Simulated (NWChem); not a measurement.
# UPBE/def2-SVP run of GeH3O (SMILES [OH][GeH2])

What is the electronic atomisation energy of GeH3O at UPBE/def2-SVP? 

The results are computed with NWChem 7.3.0.

### Step 1. The structure to begin with

The species is GeH3O (5 atoms), meant as a doublet with charge 0. SMILES: `[OH][GeH2]`. The coordinates come from a PBE0-D4/def2-TZVP relaxation. This is one conformer, not always the lowest.

Bond lengths: O1–Ge2 1.786 Å, O1–H3 0.960 Å, Ge2–H4 1.546 Å, Ge2–H5 1.557 Å. Angles: O1–Ge2–H4 103.8°, O1–Ge2–H5 108.9°, Ge2–O1–H3 112.6°, H4–Ge2–H5 111.8°.

### Step 2. The energy at UPBE/def2-SVP (run 1)

Input file work.nw:

```
start work
title "GeH3O"
memory 2200 mb

geometry units angstroms noautosym nocenter noautoz
O     0.355500   -1.075800    0.460700
Ge   -0.520100    0.416100    0.017700
H     1.097400   -0.907600    1.046500
H    -1.396800   -0.014400   -1.180300
H     0.513900    1.508000   -0.385900
end

basis spherical bse
O library def2-SVP
Ge library def2-SVP
H library def2-SVP
end

dft
xc xpbe96 cpbe96
mult 2
grid xfine
convergence energy 1e-08
maxiter 100
mulliken
print low
end

task dft energy
```

Command:

```console
$ nwchem work.nw > work.out
```

Log:

```text
[...]
 d= 0,ls=0.0,diis     1  -2153.2009683454 -2.27D+03  1.64D-02  1.48D-01     1.2
[...]
 d= 0,ls=0.0,diis    10  -2153.2744834974 -3.26D-09  6.95D-07  1.72D-09    10.3
[...]
         Total DFT energy =    -2153.274483497393
      One electron energy =    -3224.602420072178
           Coulomb energy =     1046.556659122893
    Exchange-Corr. energy =      -88.312494419683
 Nuclear repulsion energy =      113.083771871575
[...]
      Total Density - Mulliken Population Analysis
     ---------------------------------------------
    Atom       Charge   Shell Charges
 -----------   ------   -------------------------------------------------------
    1 O    8     8.36   1.99  1.09  0.67  2.84  1.76  0.01
    2 Ge  32    31.70   2.00  2.00  1.99  1.26  0.23  6.00  5.97  1.25  0.86  8.07  1.82  0.25
    3 H    1     0.82   0.69  0.06  0.07
    4 H    1     1.05   0.70  0.33  0.01
    5 H    1     1.07   0.70  0.36  0.01
[...]
      <S2> =      0.7511 (Exact =     0.7500)
[...]
```

Wall time 11 s (1 thread of AMD EPYC 9R45 (Zen 5), shared host); peak memory 0.13 GiB.

### Step 3. The Ge atom (run 2)

Input file job.nw:

```
echo
start job
title "Ge energy"
memory total 2200 mb
charge 0

geometry noautosym nocenter noautoz
   Ge       0.000000       0.000000       0.000000
end

basis spherical bse
   * library def2-SVP
end

dft
   xc xpbe96 cpbe96
   mult 3
   grid xfine
   convergence energy 1e-08
   iterations 100
   mulliken
   noprint "final vectors analysis"
end

task dft
```

Run the same way, it converges to -2076.34106 Eh (log not shown).

Run 3 isn't shown in full; the table further down has it.

### Step 4. The O atom at the same level (run 4)

Input file calc.nw:

```
echo
start calc
title "O energy"
memory total 2200 mb
geometry noautosym nocenter noautoz
O        0.000000       0.000000       0.000000
end
basis spherical bse
* library def2-SVP
end
dft
xc xpbe96 cpbe96
mult 3
grid xfine
convergence energy 1e-08
maxiter 100
mulliken
print low
end
task dft energy
```

Command:

```console
$ nwchem calc.nw > calc.out
```

Log:

```text
[...]
 d= 0,ls=0.0,diis     1    -74.8936993739 -7.49D+01  1.89D-02  8.04D-02     0.1
[...]
 d= 0,ls=0.0,diis     6    -74.9146699138 -1.75D-09  2.34D-07  6.06D-11     0.2
[...]
         Total DFT energy =      -74.914669913784
      One electron energy =     -103.170219247193
           Coulomb energy =       36.650099447002
    Exchange-Corr. energy =       -8.394550113593
 Nuclear repulsion energy =        0.000000000000
[...]
      Total Density - Mulliken Population Analysis
     ---------------------------------------------
    Atom       Charge   Shell Charges
 -----------   ------   -------------------------------------------------------
    1 O    8     8.00   1.99  1.18  0.83  2.54  1.46  0.00
     --------------------------------------------
      Spin Density - Mulliken Population Analysis
     --------------------------------------------
    Atom       Charge   Shell Charges
 -----------   ------   -------------------------------------------------------
    1 O    8     2.00   0.00  0.05 -0.05  1.32  0.68  0.00
[...]
      <S2> =      2.0018 (Exact =     2.0000)
[...]
```

It took 0.74 s on 1 thread of AMD EPYC 9R45 (Zen 5), shared host; peak memory 0.11 GiB.

### Step 5. The series

```csv
run,partner,energy (Eh),⟨S²⟩,wall time
1,base,-2153.274483,0.751,11 s
2,atoms,-2076.341055,2.002,2.5 s
3,atoms,-0.498629,0.750,0.6 s
4,atoms,-74.914670,2.002,0.74 s
```

### Step 6. Outcome

At UPBE/def2-SVP:

```
                     quantity         value
         O atom: total energy  -74.91467 Eh
                 O atom: ⟨S²⟩         2.002
electronic atomisation energy     14.228 eV
```

What this shows: Taking the molecule apart into free atoms costs 14.23 eV (1373 kJ/mol), before zero-point energy and without spin-orbit coupling. All runs together took 15 s, the longest 11 s.
